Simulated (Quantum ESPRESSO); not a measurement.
**HPbNO4: band structure with PBEsol**

The system is HPbNO4.

```
CELL_PARAMETERS angstrom
6.85877 0.00000 0.00000
0.00000 4.22865 0.00000
-3.39101 0.00000 7.27459
ATOMIC_POSITIONS crystal
H 0.22549 0.75000 0.50730
H 0.77451 0.25000 0.49270
Pb 0.30229 0.25000 0.28494
Pb 0.69771 0.75000 0.71506
N 0.21484 0.75000 0.83567
N 0.78516 0.25000 0.16433
O 0.33078 0.75000 0.45338
O 0.40909 0.75000 0.86901
O 0.15508 0.75000 0.96537
O 0.07083 0.75000 0.66955
O 0.66922 0.25000 0.54661
O 0.59091 0.25000 0.13099
O 0.84492 0.25000 0.03463
O 0.92917 0.25000 0.33045
```

The cell was built by a generator and needn't be a form met in nature.

| Quantity | Value |
| --- | --- |
| Program | Quantum ESPRESSO 7.5 |
| Task | band structure |
| Functional | PBEsol |
| Potentials or basis | SG15 PBE 1.2 |
| Cutoff | 1197 eV |
| Density cutoff | 4789 eV |
| k mesh | 4 × 4 × 3 |
| Occupations | fermi-dirac, width 0.05 eV |
| Spin | no spin polarisation |
| Mixing beta | 0.5 |
| Most SCF iterations | 120 |
| SCF threshold | 2.8e-09 Ry |

```json
{
  "Pressure": "-1.9 GPa",
  "Largest force": "0.311 eV/Å",
  "Band gap on the k mesh": "3.08 eV, indirect (least direct gap 3.25 eV)",
  "Band gap along the path": "3.02 eV, indirect (least direct gap 3.22 eV)"
}
```

Forces on the atoms (eV/Å):
```
H   -0.208  0.000  0.112
H    0.211  0.000 -0.113
Pb  -0.010  0.000  0.149
Pb   0.010  0.000 -0.149
N   -0.028  0.000  0.004
N    0.028  0.000 -0.004
O    0.289  0.000 -0.107
O    0.061  0.000 -0.010
O   -0.018  0.000 -0.029
O   -0.025  0.000  0.007
O   -0.291  0.000  0.108
O   -0.061  0.000  0.010
O    0.018  0.000  0.029
O    0.025  0.000 -0.007
```

Stress tensor (GPa, compression positive):
```
-1.98  0.00 -0.18
 0.00 -1.68  0.00
-0.18  0.00 -1.96
```

Levels at the corners of the path, in eV from the valence-band top:
```csv
point,band 40,band 41,band 42,band 43,band 44,band 45,band 46,band 47,band 48,band 49
Γ,-1.47,-1.31,-0.34,-0.30,-0.05,3.23,3.91,4.10,4.11,5.50
Y,-1.45,-1.32,-0.41,-0.20,-0.19,3.29,3.79,4.04,4.08,5.12
H,-1.32,-1.23,-0.59,-0.27,-0.13,3.49,3.67,3.90,4.21,4.93
C,-1.33,-1.22,-0.68,-0.27,0.00,3.43,3.70,3.72,4.13,5.31
E,-1.39,-0.67,-0.67,-0.12,-0.12,3.47,3.47,4.45,4.45,5.40
M1,-1.47,-0.68,-0.68,-0.12,-0.12,3.42,3.42,4.36,4.36,5.46
A,-1.48,-0.66,-0.66,-0.10,-0.10,3.42,3.42,4.16,4.16,5.47
X,-1.32,-1.31,-0.45,-0.32,-0.29,3.60,3.61,4.12,4.31,4.70
H1,-1.32,-1.23,-0.59,-0.27,-0.13,3.49,3.67,3.90,4.21,4.93
M,-1.47,-0.68,-0.68,-0.12,-0.12,3.42,3.42,4.36,4.36,5.46
D,-1.35,-0.70,-0.70,-0.23,-0.23,3.23,3.23,4.73,4.73,5.61
Z,-1.30,-0.64,-0.64,-0.25,-0.25,3.27,3.27,4.61,4.61,5.56
Y,-1.45,-1.32,-0.41,-0.20,-0.19,3.29,3.79,4.04,4.08,5.12
D,-1.35,-0.70,-0.70,-0.23,-0.23,3.23,3.23,4.73,4.73,5.61
```

Run time: 13 min on 4 MPI ranks on Arm Neoverse V1, with other jobs on the host, peak memory 1.8 GiB a rank.

Caveat: the potentials were made for another functional, which shifts forces and pressure; spin-orbit coupling is left out, which as a rule narrows the gap of such compounds by several tenths of an eV. A hybrid or GW would open this gap; PBEsol tends to underestimate it.
